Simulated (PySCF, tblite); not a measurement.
# CH11FSi4: geometry, infrared bands and NMR shifts

What infrared bands and NMR shifts should CH11FSi4 (`FC[Si@@H]([SiH3])[SiH2][SiH3]`) show?

Programs: tblite 0.8.0 and PySCF 2.14.0, with density-fitted response routines of our own. Each step states its level of theory. These are calculated values for one molecule in the gas phase, unless marked as measured. Atoms are numbered from 0 throughout.

## (1) The molecule as given

17 atoms, charge 0, multiplicity 1; geometry from: force field or distance geometry start.

Bonds of the start (Å): F0–C1 1.38, C1–Si2 1.82, Si2–Si3 2.29, Si2–Si4 2.28, Si4–Si5 2.28, C1–H6 1.09, C1–H7 1.09, Si2–H8 1.50, Si3–H9 1.50, Si3–H10 1.49, Si3–H11 1.47, Si4–H12 1.49, Si4–H13 1.49, Si5–H14 1.49, Si5–H15 1.50, Si5–H16 1.49.

## (2) Relaxing the molecule with GFN2-xTB

Job settings and geometry (Å):

```
{"job": {"kind": "relax", "xc": "GFN2-xTB", "basis": "xTB"}, "charge": 0, "multiplicity": 1}
F      0.311000    -1.981800     0.926000
C     -0.591300    -2.071600    -0.108900
Si    -1.010900    -0.399700    -0.679800
Si    -1.937100     0.793300     1.038000
Si     0.864000     0.696500    -1.361600
Si     2.342800     0.858900     0.371100
H     -0.117700    -2.678100    -0.884900
H     -1.449500    -2.622500     0.275600
H     -1.984600    -0.485500    -1.815700
H     -3.179000     0.112500     1.524300
H     -0.988000     0.890700     2.178900
H     -2.289900     2.154600     0.597300
H      1.467600    -0.039500    -2.502200
H      0.497100     2.051700    -1.870000
H      3.527100     1.671500    -0.034400
H      1.703800     1.540500     1.541300
H      2.827800    -0.479400     0.795300
```

Run with:

```sh
$ OMP_NUM_THREADS=1 python probes_run.py task.json out
```

This one command runs all jobs of the session in turn.

**Question.** This job is followed by: GFN2-xTB harmonic vibrations, gas phase; GIAO PBE0/pcSseg-1 NMR shielding, non-relativistic, gas phase. What will the session give for the following? strongest single infrared mode (GFN2-xTB); zero-point energy (GFN2-xTB); ¹³C shifts against TMS (PBE0/pcSseg-1); ¹H shifts against TMS (PBE0/pcSseg-1, means over atoms taken as alike); ¹⁹F shifts against CFCl3 (PBE0/pcSseg-1); ²⁹Si shifts against TMS (PBE0/pcSseg-1).

As calculated:

```
                                                              quantity                                         value
                             strongest single infrared mode (GFN2-xTB)                         2220 cm⁻¹, 693 km/mol
                                          zero-point energy (GFN2-xTB)                                 63.3 kcal/mol
                                ¹³C shifts against TMS (PBE0/pcSseg-1)                                      80.4 ppm
¹H shifts against TMS (PBE0/pcSseg-1, means over atoms taken as alike)  5.15, 5.12, 4.01, 3.63, 3.60, 3.56, 3.48 ppm
                              ¹⁹F shifts against CFCl3 (PBE0/pcSseg-1)                                    -286.7 ppm
                               ²⁹Si shifts against TMS (PBE0/pcSseg-1)             -78.4, -113.5, -116.2, -124.9 ppm
```

What this shows: Relaxing lowered the energy by 0.337 eV in 60 steps; the close pair that moved most is C1–Si2, from 1.816 to 1.931 Å. No mode is imaginary among the 45: a minimum at this level. GFN2-xTB is a fitted tight-binding method: band positions and strengths are rough. Its intensities can rank the bands wrongly. At PBE0/pcSseg-1: The largest span, 127 ppm, is at C1, where the paramagnetic term is -140 ppm.
